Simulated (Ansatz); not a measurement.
Crystal: Hf2Pd2Se2Br2O3.

```
Hf Pd Se Br O
1.0
     7.58666   -1.70971   -1.17576
     7.58666    1.70971   -1.17576
    -2.02446    0.00000   13.05155
Hf Pd Se Br O
2 2 2 2 3
Direct
  0.94514 0.94514 0.06144
  0.60628 0.60628 0.28309
  0.17920 0.17920 0.50964
  0.32286 0.32286 0.74307
  0.92232 0.92232 0.84566
  0.78991 0.78991 0.58800
  0.58645 0.58645 0.04520
  0.24604 0.24604 0.28651
  0.59701 0.59701 0.42127
  0.38554 0.38554 0.07302
  0.03094 0.03094 0.22169
```

The cell was built by a generator and needn't be a form met in nature.

| Item | Value |
| --- | --- |
| Program | Ansatz 0.2.0 |
| Task | relaxation of cell and atoms |
| Functional | PBE |
| Dispersion | D4 |
| Potentials or basis | all-electron PAW datasets made for the crystal |
| k mesh | 5 × 5 × 2 |
| Occupations | fermi-dirac, width 0.05 eV |
| Spin | no spin polarisation |

At the start: volume 30.04 Å³/atom.

Task: Where does the relaxation end?

Result: Over 28 steps the energy falls by 39.9 meV/atom and the volume is 20.70 Å³/atom (-31.1 %); space group Cm (No. 8, to 0.05 Å).

The path:
```
step  energy change (eV)  largest force (eV/Å)  volume (Å³)
   1              0.0000                0.4424       330.44
   2             -0.0262                0.2363       323.03
   3             -0.0563                0.1963       312.90
   4             -0.1041                0.2312       299.97
   5             -0.1622                1.2789       283.32
   6             -0.2152                0.2156       271.06
   7             -0.2598                0.2575       253.63
   8             -0.2719                0.2513       254.16
   9             -0.2970                0.2921       253.31
  10             -0.3066                0.3059       248.18
  11             -0.3188                0.0990       246.50
  12             -0.3298                0.1532       244.07
  13             -0.3390                0.2756       242.14
  14             -0.3608                0.1661       236.41
  15             -0.3763                0.7735       228.05
  16             -0.3941                0.2214       230.85
  17             -0.3989                0.3984       229.74
  18             -0.4200                0.1763       228.02
  19             -0.4267                0.1090       227.46
  20             -0.4310                0.1704       227.26
  21             -0.4356                0.1710       226.47
  22             -0.4374                0.1222       227.01
  23             -0.4386                0.0611       227.05
  24             -0.4392                0.0405       227.59
  25             -0.4394                0.0313       227.51
  26             -0.4396                0.0260       227.58
  27             -0.4397                0.0167       227.74
  28             -0.4392                0.0167       227.74
```

Final structure:
```xyz
11
Lattice="6.2149 -1.7052 -0.0114 6.2149 1.7052 -0.0114 -0.0128 0.0000 10.7450" Properties=species:S:1:pos:R:3 pbc="T T T"
Hf   11.9949    0.0000    0.3319
Hf    7.2550    0.0000    3.1838
Pd    1.5537    0.0000    6.1806
Pd    4.3336    0.0000    8.0424
Se   12.2472    0.0000    8.3403
Se    9.4738    0.0000    6.4516
Br    7.9813    0.0000    0.1131
Br    3.1592    0.0000    3.2013
O     6.7228    0.0000    4.9597
O     4.8222    0.0000    0.4957
O     0.1565    0.0000    2.3964
```

Caveat: the volume moved by over 15 % at a fixed basis, so the end points are rough.
